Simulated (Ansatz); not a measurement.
## BN, space group F-43m: a convergence test of the k-point mesh

Computed with the Python package of Ansatz (0.2.0).

Script `bn_kconv.py`:
```python
# -*- coding: utf-8 -*-
"""Convergence of BN with the k-point mesh."""

import logging
import sys

import ansatz as az

logging.basicConfig(stream=sys.stdout, format="%(levelname)s:%(name)s:%(message)s")
log = logging.getLogger("calc")
log.setLevel(logging.INFO)

SETTINGS = {
    "cutoff": 420,
    "occupations": "cold",
    "sigma": 0.02,
}

lattice = az.Lattice.of(
    [0.0, 1.8075, 1.8075],
    [1.8075, 0.0, 1.8075],
    [1.8075, 1.8075, 0.0],
)
sites = [
    ("B", [0.0, 0.0, 0.0]),
    ("N", [0.25, 0.25, 0.25]),
]
bn = az.Crystal(lattice=lattice)
for symbol, position in sites:
    bn = bn.atom(symbol, position)

model = (
    bn.calculation()
    .functional(az.Functional.PBE)
    .basis(SETTINGS["cutoff"])
    .occupations(SETTINGS["occupations"], width=SETTINGS["sigma"])
    .stress()
)

rows = []
for value in [0.8, 0.6, 0.5, 0.4, 0.33]:
    summary = model.kpoints(spacing=value).run().report
    rows.append((value, summary["free_energy_ev"] / len(summary["lattice"]["sites"]), summary["n_iterations"], sum(summary["stress_gpa"][i][i] for i in range(3)) / 3, summary["n_kpoints"]))

log.info("spacing (1/A)   F/atom (eV)    iterations       P (GPa)      k-points")
for row in rows:
    log.info(f"{str(row[0]):>12s}  {row[1]:12.5f}  {row[2]:12d}  {row[3]:12.3f}  {row[4]:12d}")

# differences from the last row
for row in rows[:-1]:
    shift = 1000 * (row[1] - rows[-1][1])
    log.info(f"{row[0]}: {shift:+.2f} meV/atom" + ("  (within 2 meV)" if abs(shift) < 2 else ""))
```

```console
$ python bn_kconv.py
INFO:calc:spacing (1/A)   F/atom (eV)    iterations       P (GPa)      k-points
INFO:calc:         0.8    -271.10026             5         3.670             8
INFO:calc:         0.6    -271.13547             4         3.084            16
INFO:calc:         0.5    -271.13703             4         3.054            20
INFO:calc:         0.4    -271.13731             4         3.020            29
INFO:calc:        0.33    -271.13740             4         3.030            47
INFO:calc:0.8: +37.14 meV/atom
INFO:calc:0.6: +1.93 meV/atom  (within 2 meV)
INFO:calc:0.5: +0.37 meV/atom  (within 2 meV)
INFO:calc:0.4: +0.09 meV/atom  (within 2 meV)
```

From a spacing of 0.6 (6×6×6) on it stays within 2 meV an atom of the value at a spacing of 0.33 (10×10×10); the first row (a spacing of 0.8 (4×4×4)) is off by 37.1 meV and the last but one by 0.09 meV. The pressure moves from 3.67 to 3.03 GPa.

What to keep in mind:
- Pressure is positive in compression.
- The starting cell is as deposited in a crystallographic database; the results hold for this polymorph, which needn't be the stable one.
- Shifts are counted from the finest mesh, which is itself no proven limit.
- Run time: 2.3 s on 1 thread of Arm Neoverse V1, with other jobs on the host, peak memory 0.31 GiB.
